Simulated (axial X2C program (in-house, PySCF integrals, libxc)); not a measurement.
# GaH⁻: EOM-EA-CCSD levels

Wanted for GaH⁻: EOM-EA-CCSD levels, at the two-component level.

The runs use an in-house X2C program for linear molecules on PySCF integrals; two-component X2C with atomic mean-field terms, Ga dyall-acv3z, H dyall-av3z.

All values are calculated.

## Step 1: Set-up

Input file task.json:

```json
{"zs": [31, 1], "q": -1, "bas": ["dyall-acv3z", "dyall-av3z"], "r0": 1.56, "eom": "ea", "thr": -2.0, "nmax": 92, "grid": [1, 0.96, 1.045, 0.92, 1.09, 1.15], "rq": 0}
```

Keys: zs atomic numbers; q charge; bas basis sets; r0 starting distance in Å; eom kind of EOM run; thr threshold in hartree for freezing inner shells (an s shell follows its p shell); nmax most natural virtual spinors; grid distances as factors.

Launch:

```
$ python soeom.py task.json out
```

Further steps of the session: EOM-EA-CCSD at 1.675 Å.

What does the calculation give? Wanted: next root led by one particle; T1 of the reference; lowest state, Re and ωe.

**Answer**, as computed:

```
                     quantity                           value
       lowest root at 1.675 Å               Ω = 1/2, 0.042 eV
next root led by one particle  Ω = 3/2, about 220 cm⁻¹ higher
          T1 of the reference                           0.014
      lowest state, Re and ωe              1.699 Å, 1404 cm⁻¹
```

What this shows: The added electron is bound by 0.04 eV in a spinor of 89% Ga pπ, 9% H pπ. Errors of 0.1 to 0.3 eV are usual at this size, and roots led by higher excitations are left out, so the list is incomplete, and low states of that kind can be missing. The bond is 0.035 Å longer than in the closed-shell reference at CCSD (1.664 Å).
